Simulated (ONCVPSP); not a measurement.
**Iron: generating and testing an ONCV potential**

Aim: build the potential from the settings below, then test how well it stands in for the atom: other configurations, scattering, ghost states and the plane-wave cutoff that it needs.

The numbers are computed with ONCVPSP 4.0.1 (PBE, scalar-relativistic, spin-unpolarised reference atom).

### 1 The atom and the settings

Typed settings, in words:

- element: iron (Fe, Z = 26)
- type: optimised norm-conserving Vanderbilt (ONCV)
- frozen core: [Ne]
- valence charge: 16
- reference configuration: 3s2 3p6 3d6 4s1 (charge +1)
- partial waves: 3s+4s: rc 1.40 bohr, ncon 5, nbas 8, qcut 6.5 1/bohr, 2 projectors; 3p: rc 1.30 bohr, ncon 4, nbas 7, qcut 11 1/bohr, 2 projectors, debl 1.7 Ha; 3d: rc 1.75 bohr, ncon 3, nbas 7, qcut 7.3 1/bohr, 2 projectors, debl 1.6 Ha
- local potential: polynomial inside 0.85 bohr (lpopt 5, dvloc0 4 Ha)
- core correction: not asked for

The outer shells as boxes (Hund's rule for the drawing; the calculation is spin-unpolarised):

```
[Ne] core
3s [↑↓]
3p [↑↓][↑↓][↑↓]
3d [↑↓][↑ ][↑ ][↑ ][↑ ]
4s [↑ ]
```

The nodes and maxima of the atom's own shells, from an earlier all-electron run, set the scale for the radii.

All-electron outer shells of the reference configuration (PBE, scalar-relativistic, ld1.x):

```tsv
shell	level (eV)	outermost node (bohr)	outermost maximum (bohr)
2p	-706.87	–	0.18
3s	-102.54	0.33	0.70
3p	-68.58	0.30	0.72
3d	-15.96	–	0.71
4s	-12.33	1.00	2.29
4p	-7.34	1.09	2.83
```

### 2 Generation

The input, Fe.dat:

```
# ATOM AND REFERENCE CONFIGURATION
# atsym  z   nc   nv     iexc    psfile
  Fe 26.00    3    4        4      upf
#
#   n    l    f
    1    0    2.00
    2    0    2.00
    2    1    6.00
    3    0    2.00
    3    1    6.00
    3    2    6.00
    4    0    1.00
#
# PSEUDOPOTENTIAL AND OPTIMIZATION
# lmax
    2
#
#   l,   rc,      ep,       ncon, nbas, qcut
    0    1.40    0.00    5    8    6.50
    1    1.30    0.00    4    7   11.00
    2    1.75    0.00    3    7    7.30
#
# LOCAL POTENTIAL
# lloc, lpopt,  rc(5),   dvloc0
    4    5    0.85    4.00
#
# VANDERBILT-KLEINMAN-BYLANDER PROJECTORs
# l, nproj, debl
    0    2    3.70
    1    2    1.70
    2    2    1.60
#
# MODEL CORE CHARGE
# icmod, fcfact, rcfact
    0    0.00    0.00
#
# LOG DERIVATIVE ANALYSIS
# epsh1, epsh2, depsh
   -5.00    5.00    0.04
#
# OUTPUT GRID
# rlmax, drl
    6.00    0.01
#
# TEST CONFIGURATIONS
# ncnf
    4
# nvcnf
#   n    l    f
    4
    3    0    2.00
    3    1    6.00
    3    2    6.00
    4    0    2.00
#
    4
    3    0    2.00
    3    1    6.00
    3    2    6.00
    4    0    0.00
#
    4
    3    0    2.00
    3    1    6.00
    3    2    5.00
    4    0    0.00
#
    5
    3    0    2.00
    3    1    6.00
    3    2    6.00
    4    0    1.00
    4    1    1.00
#
```

Started as:

```console
$ oncvpsp.x < Fe.dat > Fe.out
```

Before running it: what results should come out? Wanted: cutoffs for 1 and 0.1 mHa per electron, occupied waves; bound ghosts; GHOST(+) flags; largest test error; largest phase difference near zero energy, channels read; projector energies reset by the program.

As calculated:

| quantity | value |
| --- | --- |
| cutoffs for 1 and 0.1 mHa per electron, occupied waves | 36 Ha and 80 Ha |
| bound ghosts | none found |
| GHOST(+) flags | none at low energy |
| largest test error (AE − PS) | +143 meV, for 3s2 3p6 3d5 4s0 |
| largest phase difference near zero energy, channels read | 0.000 rad |
| projector energies reset by the program | p: -2.520, 0.250 Ha |

By total energies transferability is fair for so large an energy: the largest error is 143 meV on 50.4 eV, for 3s2 3p6 3d5 4s0. That test lies far up in energy; among those under 40 eV, nearer to bonding, the largest error is 2.7 meV. It counts as hard, with 36 Ha needed at the looser tolerance. No bound ghost shows below the valence levels. Near zero energy the phases of the channels with partial waves agree within 0.001 rad. These are tests on the free atom; a crystal test is still owed.
